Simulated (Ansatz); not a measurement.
Task: a single point in a Gaussian basis of C₂H₁₀BNSi, SMILES BCC[SiH2]N, with Ansatz's Python interface. Give the script and its output. Level of theory: B3LYP, def2-TZVP basis, multiplicity 1.

```xyz
15

B    -1.0637    1.7400    1.4198
C    -0.8741    0.5702    0.4006
C     0.4662   -0.0695    0.6101
Si    0.8324   -1.5100   -0.5416
N     0.7811   -0.9632   -2.2540
H    -0.2896    2.1066    2.1986
H    -2.0994    2.3912    1.3677
H    -0.9038    0.9820   -0.6418
H    -1.6694   -0.1612    0.6024
H     1.3095    0.6715    0.4675
H     0.5695   -0.4481    1.6873
H    -0.3053   -2.4908   -0.3401
H     1.9964   -2.1323   -0.2415
H     1.4055   -0.1295   -2.2598
H    -0.1773   -0.6075   -2.4460
```

Script `energy_c2h10bnsi.py`:
```python
# -*- coding: utf-8 -*-
"""Electronic structure of the C2H10BNSi molecule."""

from pathlib import Path
import logging
import sys
import warnings

import ansatz as az

logging.basicConfig(stream=sys.stdout, format="%(levelname)s %(message)s")
logger = logging.getLogger("ansatz_job")
logger.setLevel(logging.INFO)

warnings.simplefilter("ignore", az.DeckWarning)

molecule = (
    az.Crystal.molecule()
    .atom("B", (-1.0637, 1.74, 1.4198))
    .atom("C", (-0.8741, 0.5702, 0.4006))
    .atom("C", (0.4662, -0.0695, 0.6101))
    .atom("Si", (0.8324, -1.51, -0.5416))
    .atom("N", (0.7811, -0.9632, -2.254))
    .atom("H", (-0.2896, 2.1066, 2.1986))
    .atom("H", (-2.0994, 2.3912, 1.3677))
    .atom("H", (-0.9038, 0.982, -0.6418))
    .atom("H", (-1.6694, -0.1612, 0.6024))
    .atom("H", (1.3095, 0.6715, 0.4675))
    .atom("H", (0.5695, -0.4481, 1.6873))
    .atom("H", (-0.3053, -2.4908, -0.3401))
    .atom("H", (1.9964, -2.1323, -0.2415))
    .atom("H", (1.4055, -0.1295, -2.2598))
    .atom("H", (-0.1773, -0.6075, -2.446))
)

calc = molecule.calculation().basis(gaussian="def2-TZVP").functional("b3lyp").orbitals()
outcome = calc.run(threads=1, runs_dir="c2h10bnsi_runs")
data = outcome.report

logger.info(f"E = {data['free_energy_ev']:.6f} eV = {data['free_energy_ev'] / 27.211386246:.7f} Ha")
print("converged:", data["converged"], " doubts:", data["published_state_doubts"] or "none")

lines = Path(data["orbitals_path"]).read_text().splitlines()
field_of = lambda key: [line.split("=")[1].strip() for line in lines if line.startswith(key)]
orbitals = [(27.211386 * float(e), s, float(n)) for e, s, n in zip(field_of("Ene="), field_of("Spin="), field_of("Occup="))]
homo = max(e for e, _, n in orbitals if n > 0.5)
lumo = min(e for e, _, n in orbitals if n < 0.5)
logger.info(f"HOMO {homo:.3f} eV, LUMO {lumo:.3f} eV, gap {lumo - homo:.3f} eV")
```

`python energy_c2h10bnsi.py` gives:
```text
INFO E = -12283.439873 eV = -451.4080893 Ha
converged: True  doubts: none
INFO HOMO -7.041 eV, LUMO -1.774 eV, gap 5.267 eV
```

The settings weren't tested for convergence. The geometry is a force-field or estimated start, not a minimum of this method, and the basis set is short of its limit. b3lyp holds the VWN-RPA fit, as in Gaussian; the form of ORCA and Turbomole is b3lyp5. Levels such as HOMO and LUMO are orbital energies: with these approximate functionals they aren't the ionisation energy and electron affinity, and their gap isn't the fundamental gap. The whole script took 8.3 s on 1 thread of Intel(R) Xeon(R) Platinum 8375C CPU @ 2.90GHz (Ice Lake) (shared host), peak memory 0.56 GiB.

(A comment or docstring line of the script was reworded after the run, the code is as it ran; lines on the test bed's own set-up are left out of the output.)
